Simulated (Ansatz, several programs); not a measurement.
SiC (P6_3mc) from a database structure, relaxed with r2SCAN in Ansatz (plane waves, PAW): the symmetry is P6_3mc (No. 186, hexagonal); a = 3.078 Å, c = 10.077 Å in the conventional setting, 10.33 Å³ an atom. Si is surrounded by 4 C at 1.89 Å; Si is surrounded by 4 C at 1.88–1.89 Å; C is surrounded by 4 Si at 1.88–1.89 Å; C is surrounded by 4 Si at 1.89 Å. The cell was then scaled with its shape and fractional coordinates held, which makes it stiffer than a relaxed compression. (Simulation; spin polarisation is off.)

```
V (Å³/atom)  E (meV/atom)
      9.712         29.23
     10.022          6.95
     10.332          0.00
     10.952         24.01
```

(1) Pass a cubic E = c₀ + c₁u + c₂u² + c₃u³, with u = V − 10.255 Å³, through these points.

(2) Where is the minimum, and what bulk modulus follows?

(3) Predict the energy and the pressure at the withheld volume, 10.642 Å³.

Answers

(1) c₀ = 0.41, c₁ = -10.731, c₂ = 71.861, c₃ = -11.3010 (meV and Å³).

(2) dE/du = 0 at u = +0.076, so V₀ = 10.33 Å³. B = V₀ d²E/dV² = 10.33 × (2c₂ + 6c₃u) = 10.33 × 138.567 = 1432 meV/Å³, and 1 meV/Å³ is 0.16022 GPa: 229 GPa. A third-order Birch-Murnaghan fit to all five points gives 10.33 Å³ and 228 GPa.

(3) With u = +0.387: E ≈ 6.36 meV and P = −dE/dV ≈ -6.38 GPa. The run gives 6.29 meV and, from its stress, -6.35 GPa.
